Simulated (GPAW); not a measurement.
SiMo3: equation of state with PBEsol

The system is SiMo3.

```
Mo Si
1.0
     4.88900    0.00000    0.00000
     0.00000    4.88900    0.00000
     0.00000    0.00000    4.88900
Mo Si
6 2
Direct
  0.00000 0.50000 0.25000
  0.00000 0.50000 0.75000
  0.50000 0.25000 0.00000
  0.75000 0.00000 0.50000
  0.50000 0.75000 0.00000
  0.25000 0.00000 0.50000
  0.50000 0.50000 0.50000
  0.00000 0.00000 0.00000
```

* Program: GPAW 26.7.0
* Task: equation of state
* Functional: PBEsol
* Potentials or basis: PAW data sets generated in the run's folder for this functional
* Cutoff: 600 eV
* Basis: pw
* k mesh: 6 × 6 × 6
* Occupations: fermi-dirac, width 0.05 eV
* Spin: no spin polarisation
* Maxiter: 150
* Eos scales: [0.94, 0.96, 0.98, 1.0, 1.02, 1.04, 1.06]

```yaml
Equilibrium_volume: 14.36 Å³/atom
Bulk_modulus: 264 GPa
Pressure_derivative_of_the_bulk_modulus: 4.3
```

Energy against volume, from the lowest point:
```csv
volume (Å³/atom),energy (meV/atom)
13.731,24.20
14.023,6.55
14.315,0.00
14.607,3.43
14.899,15.79
15.192,36.20
15.484,63.81
```

Wall time 22 min on 1 thread of Arm Neoverse V1, on a shared host, peak memory 0.53 GiB.
